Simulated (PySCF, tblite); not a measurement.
# C5H6ClNS: a rotation path, then NMR shifts on frames, part 2 of 2

tblite 0.8.0 and PySCF 2.14.0. Atoms count from 0. Earlier steps stand in the parts before.

### Step 5. NMR shieldings: image 4, PBE0/pcSseg-1

What the job is given:

```
{"job": {"kind": "nmr", "xc": "PBE0", "basis": "pcSseg-1", "pop": false}, "charge": 0, "multiplicity": 1}
C     -1.961000     0.026100     0.595700
C     -1.051900    -0.174600    -0.613500
C      0.396200     0.002800    -0.286500
C      0.929000     0.909000     0.577800
S      2.641600     0.752900     0.672900
C      2.507500    -0.551400    -0.492400
Cl     3.876600    -1.387700    -1.022500
N      1.314100    -0.809100    -0.881000
H     -1.680100    -0.646900     1.402200
H     -1.901300     1.047700     0.962600
H     -2.992500    -0.177100     0.319800
H     -1.174400    -1.180500    -1.016900
H     -1.329400     0.535500    -1.398200
H      0.424800     1.652900     1.157900
```

Level: GIAO PBE0/pcSseg-1 NMR shielding, non-relativistic, gas phase.

The log of the run:

```text
coarse grid: 13464 points
cycle   1  E = -1106.5189637688  dE =  1.435e+00  |g| = 4.862e-01  |ddm| = 3.751e+00
cycle   2  E = -1106.4071777805  dE =  1.118e-01  |g| = 8.585e-01  |ddm| = 1.148e+00
cycle   3  E = -1106.5752963848  dE = -1.681e-01  |g| = 1.115e-01  |ddm| = 8.103e-01
cycle   4  E = -1106.5780152522  dE = -2.719e-03  |g| = 4.134e-02  |ddm| = 1.375e-01
cycle   5  E = -1106.5783800683  dE = -3.648e-04  |g| = 1.322e-02  |ddm| = 4.904e-02
cycle   6  E = -1106.5784191134  dE = -3.905e-05  |g| = 6.033e-03  |ddm| = 2.030e-02
cycle   7  E = -1106.5784286803  dE = -9.567e-06  |g| = 1.039e-03  |ddm| = 6.840e-03
final grid: 122760 points
cycle   8  E = -1106.6271103925  dE = -2.896e-05  |g| = 9.627e-03  |ddm| = 3.104e-02
cycle   9  E = -1106.6270726941  dE =  3.770e-05  |g| = 1.505e-02  |ddm| = 2.512e-02
cycle  10  E = -1106.6271315086  dE = -5.881e-05  |g| = 2.796e-03  |ddm| = 1.858e-02
cycle  11  E = -1106.6271333943  dE = -1.886e-06  |g| = 4.430e-04  |ddm| = 2.937e-03
cycle  12  E = -1106.6271334354  dE = -4.105e-08  |g| = 1.342e-04  |ddm| = 5.338e-04
cycle  13  E = -1106.6271334396  dE = -4.232e-09  |g| = 3.469e-05  |ddm| = 1.579e-04
cycle  14  E = -1106.6271334399  dE = -2.947e-10  |g| = 1.033e-05  |ddm| = 4.096e-05
converged SCF energy = -1106.6271334399

GIAO shielding tensors (ppm)
atom      isotropic    diamagn.    paramagn.     s11        s22        s33       span
  0 C      171.608     247.679     -76.071    158.831    171.023    184.970     26.139
  1 C      158.458     244.569     -86.111    148.154    152.545    174.677     26.523
  2 C       25.653     254.490    -228.836    -51.834     26.173    102.620    154.454
  3 C       64.198     257.297    -193.099    -15.027     72.672    134.948    149.974
  4 S      205.771    1055.539    -849.768    -38.866    321.561    334.617    373.483
  5 C       24.524     260.322    -235.799    -51.906     60.649     64.828    116.734
  6 Cl     679.500    1144.338    -464.838    404.807    643.528    990.166    585.360
  7 N      -89.971     329.674    -419.645   -344.571    -97.280    171.937    516.508
  8 H       30.593      30.197       0.396     26.978     28.920     35.881      8.903
  9 H       30.326      30.575      -0.249     25.634     29.569     35.774     10.140
 10 H       30.343      28.088       2.256     25.445     27.645     37.940     12.495
 11 H       28.583      29.900      -1.317     22.595     28.861     34.293     11.698
 12 H       28.828      29.139      -0.312     24.802     27.321     34.359      9.557
 13 H       25.069      32.648      -7.579     21.261     25.504     28.442      7.181
```

Run time: 25 s. Hardware: 1 thread of Arm Neoverse V2, shared host; peak memory 0.82 GiB.

Key values: δ C5 162.4, C2 161.3, C3 122.7, C1 28.5, H13 6.65, H11 3.13 ppm.

### Step 6. Nuclear shieldings: image 6, PBE0/pcSseg-1

What the job is given:

```
{"job": {"kind": "nmr", "xc": "PBE0", "basis": "pcSseg-1", "pop": false}, "charge": 0, "multiplicity": 1}
C     -1.986800     0.230700     0.506300
C     -1.039400    -0.324100    -0.549000
C      0.402300    -0.100500    -0.226800
C      0.908300     0.644100     0.792800
S      2.631700     0.618900     0.791700
C      2.536000    -0.420000    -0.618300
Cl     3.935800    -1.003400    -1.363300
N      1.347800    -0.691700    -1.011400
H     -1.775700    -0.208100     1.478800
H     -1.889300     1.311100     0.582100
H     -3.015100    -0.001000     0.240900
H     -1.191400    -1.399800    -0.665500
H     -1.248700     0.138300    -1.517600
H      0.384000     1.205000     1.537000
```

Level: GIAO PBE0/pcSseg-1 NMR shielding, non-relativistic, gas phase.

The log of the run:

```text
coarse grid: 13464 points
cycle   1  E = -1106.5201804168  dE =  1.437e+00  |g| = 4.863e-01  |ddm| = 3.767e+00
cycle   2  E = -1106.4090882852  dE =  1.111e-01  |g| = 8.574e-01  |ddm| = 1.124e+00
cycle   3  E = -1106.5763417990  dE = -1.673e-01  |g| = 1.118e-01  |ddm| = 7.952e-01
cycle   4  E = -1106.5790649903  dE = -2.723e-03  |g| = 4.165e-02  |ddm| = 1.370e-01
cycle   5  E = -1106.5794254273  dE = -3.604e-04  |g| = 1.450e-02  |ddm| = 4.968e-02
cycle   6  E = -1106.5794754280  dE = -5.000e-05  |g| = 5.747e-03  |ddm| = 2.118e-02
cycle   7  E = -1106.5794840547  dE = -8.627e-06  |g| = 1.007e-03  |ddm| = 6.415e-03
final grid: 122760 points
cycle   8  E = -1106.6286163814  dE = -4.114e-05  |g| = 9.676e-03  |ddm| = 3.537e-02
cycle   9  E = -1106.6285805229  dE =  3.586e-05  |g| = 1.486e-02  |ddm| = 2.480e-02
cycle  10  E = -1106.6286376700  dE = -5.715e-05  |g| = 2.855e-03  |ddm| = 1.831e-02
cycle  11  E = -1106.6286396328  dE = -1.963e-06  |g| = 4.859e-04  |ddm| = 2.978e-03
cycle  12  E = -1106.6286396823  dE = -4.944e-08  |g| = 1.456e-04  |ddm| = 5.736e-04
cycle  13  E = -1106.6286396872  dE = -4.898e-09  |g| = 4.040e-05  |ddm| = 1.748e-04
cycle  14  E = -1106.6286396876  dE = -4.047e-10  |g| = 6.566e-06  |ddm| = 4.190e-05
converged SCF energy = -1106.6286396876

GIAO shielding tensors (ppm)
atom      isotropic    diamagn.    paramagn.     s11        s22        s33       span
  0 C      174.651     248.383     -73.732    166.578    172.299    185.075     18.497
  1 C      157.900     244.584     -86.684    149.627    151.695    172.377     22.750
  2 C       25.983     254.929    -228.946    -48.547     26.214    100.281    148.827
  3 C       65.641     256.751    -191.110    -10.113     72.838    134.197    144.310
  4 S      212.080    1055.513    -843.433    -24.927    327.057    334.111    359.038
  5 C       23.559     260.301    -236.741    -53.789     61.103     63.364    117.152
  6 Cl     677.909    1144.286    -466.377    404.235    640.344    989.146    584.911
  7 N      -89.433     330.140    -419.573   -349.342    -97.928    178.973    528.315
  8 H       30.490      30.554      -0.065     26.503     28.989     35.977      9.473
  9 H       30.364      30.544      -0.180     26.162     28.929     36.000      9.838
 10 H       30.266      27.931       2.334     25.228     27.790     37.778     12.551
 11 H       28.680      29.504      -0.823     22.869     28.794     34.378     11.510
 12 H       28.747      29.223      -0.476     23.509     28.329     34.403     10.893
 13 H       25.227      32.842      -7.615     21.131     25.627     28.924      7.793
```

Run time: 25 s. Hardware: 1 thread of Arm Neoverse V2, shared host; peak memory 0.82 GiB.

This run: δ C5 163.4, C2 160.9, C3 121.3, C1 29.0, H13 6.49, H11 3.04 ppm.

### Step 7. Shielding tensors: image 8, PBE0/pcSseg-1

What the job is given:

```
{"job": {"kind": "nmr", "xc": "PBE0", "basis": "pcSseg-1", "pop": false}, "charge": 0, "multiplicity": 1}
C     -1.991300     0.409300     0.364500
C     -1.036500    -0.470700    -0.432000
C      0.404100    -0.198300    -0.142300
C      0.933400     0.364000     0.977600
S      2.649700     0.482200     0.867000
C      2.518900    -0.254600    -0.719200
Cl     3.889400    -0.545700    -1.663500
N      1.326200    -0.538800    -1.086200
H     -1.928600     0.189300     1.427200
H     -1.756200     1.460200     0.213100
H     -3.013700     0.233600     0.039600
H     -1.241400    -1.524200    -0.220300
H     -1.187200    -0.322500    -1.502800
H      0.432300     0.715700     1.855100
```

With the program's defaults for keys left out, this is: GIAO PBE0/pcSseg-1 NMR shielding, non-relativistic, gas phase.

The log of the run:

```text
coarse grid: 13464 points
cycle   1  E = -1106.5200812788  dE =  1.438e+00  |g| = 4.864e-01  |ddm| = 3.758e+00
cycle   2  E = -1106.4090735832  dE =  1.110e-01  |g| = 8.572e-01  |ddm| = 1.134e+00
cycle   3  E = -1106.5763022529  dE = -1.672e-01  |g| = 1.119e-01  |ddm| = 8.023e-01
cycle   4  E = -1106.5790318392  dE = -2.730e-03  |g| = 4.150e-02  |ddm| = 1.373e-01
cycle   5  E = -1106.5793931816  dE = -3.613e-04  |g| = 1.405e-02  |ddm| = 4.962e-02
cycle   6  E = -1106.5794392659  dE = -4.608e-05  |g| = 5.843e-03  |ddm| = 2.086e-02
cycle   7  E = -1106.5794482015  dE = -8.936e-06  |g| = 1.025e-03  |ddm| = 6.558e-03
final grid: 122760 points
cycle   8  E = -1106.6278992447  dE = -3.440e-05  |g| = 9.642e-03  |ddm| = 3.415e-02
cycle   9  E = -1106.6278627373  dE =  3.651e-05  |g| = 1.492e-02  |ddm| = 2.472e-02
cycle  10  E = -1106.6279203057  dE = -5.757e-05  |g| = 2.823e-03  |ddm| = 1.837e-02
cycle  11  E = -1106.6279222295  dE = -1.924e-06  |g| = 4.556e-04  |ddm| = 2.958e-03
cycle  12  E = -1106.6279222730  dE = -4.347e-08  |g| = 1.377e-04  |ddm| = 5.424e-04
cycle  13  E = -1106.6279222774  dE = -4.434e-09  |g| = 3.603e-05  |ddm| = 1.622e-04
cycle  14  E = -1106.6279222778  dE = -3.251e-10  |g| = 8.173e-06  |ddm| = 4.189e-05
converged SCF energy = -1106.6279222778

GIAO shielding tensors (ppm)
atom      isotropic    diamagn.    paramagn.     s11        s22        s33       span
  0 C      173.725     248.071     -74.345    162.605    173.062    185.509     22.904
  1 C      157.997     244.572     -86.575    149.556    150.929    173.505     23.949
  2 C       25.939     254.678    -228.739    -49.651     26.004    101.466    151.117
  3 C       65.334     256.754    -191.420    -11.527     72.655    134.873    146.400
  4 S      209.104    1055.503    -846.399    -29.309    320.759    335.860    365.169
  5 C       24.251     260.341    -236.089    -52.856     61.234     64.376    117.232
  6 Cl     678.996    1144.312    -465.317    404.500    642.396    990.091    585.591
  7 N      -90.261     330.026    -420.286   -346.846    -98.111    174.175    521.021
  8 H       30.293      30.490      -0.197     25.875     29.080     35.925     10.050
  9 H       30.583      30.402       0.181     26.852     28.985     35.913      9.061
 10 H       30.291      27.992       2.298     25.270     27.773     37.829     12.559
 11 H       28.797      29.113      -0.315     24.228     27.811     34.353     10.125
 12 H       28.589      29.810      -1.221     22.487     28.998     34.282     11.796
 13 H       25.161      32.671      -7.510     21.207     25.638     28.637      7.430
```

Wall time 25 s (1 thread of Arm Neoverse V2, shared host); peak memory 0.85 GiB.

Key values: δ C5 162.7, C2 161.0, C3 121.6, C1 28.9, H13 6.56, H12 3.13 ppm.

### Step 8. Side by side: NMR shifts

Shifts (ppm) of some atoms, chosen among heavy atoms and hydrogens apart, with basis size and wall time:

```csv
frame,C3,C0,H12,H9,S4,Cl6,N7,functions,time
image 0,123.0,19.7,2.60,0.97,296,272,355.0,180,25 s
image 2,123.7,19.8,2.80,1.13,303,270,356.9,180,25 s
image 4,122.7,15.3,2.89,1.39,298,270,357.7,180,25 s
image 6,121.3,12.3,2.97,1.35,292,272,357.2,180,25 s
image 8,121.6,13.2,3.13,1.13,295,271,358.0,180,25 s
```

### Step 9. Summary of results

What follows sums up all 2 parts.

| quantity | value |
| --- | --- |
| barrier | 0.023 eV (0.5 kcal/mol) at image 4 |
| end to end (GFN2-xTB) | 0.017 eV |
| ¹³C shifts against TMS (PBE0/pcSseg-1, image 0) | 163.6, 161.8, 123.0, 30.1, 19.7 ppm |
| ¹H shifts against TMS (PBE0/pcSseg-1, image 0) | 6.62, 3.02, 2.60, 1.52, 1.30, 0.97 ppm |
| ³³S shifts against CS2 (PBE0/pcSseg-1, image 0) | 296 ppm |
| ³⁵Cl shifts against HCl (PBE0/pcSseg-1, image 0) | 272 ppm |
| ¹⁵N shifts against NH3 (PBE0/pcSseg-1, image 0) | 355.0 ppm |
| range of the shift of S4 | 292 to 303 ppm |

**Reading.** Along the band the dihedral turns by 119°, and the top (dihedral 142°) lies 0.5 kcal/mol above the start (GFN2-xTB, rough), so at room temperature this motion is fast. Ends this close can change order at a higher level. The top was not checked by a frequency run. Shifts at one fixed geometry are not the observed spectrum, which averages over the motion. In the first frame run (image 0): Shielding is most anisotropic at Cl6 (span 588 ppm, paramagnetic term -467 ppm). NICS(1)zz of -23 ppm above the planar ring from C2 marks a diatropic (aromatic) ring current. In ppm, S4 moves most: its shift spreads over 11 ppm, from 292 (image 6) to 303 (image 2).
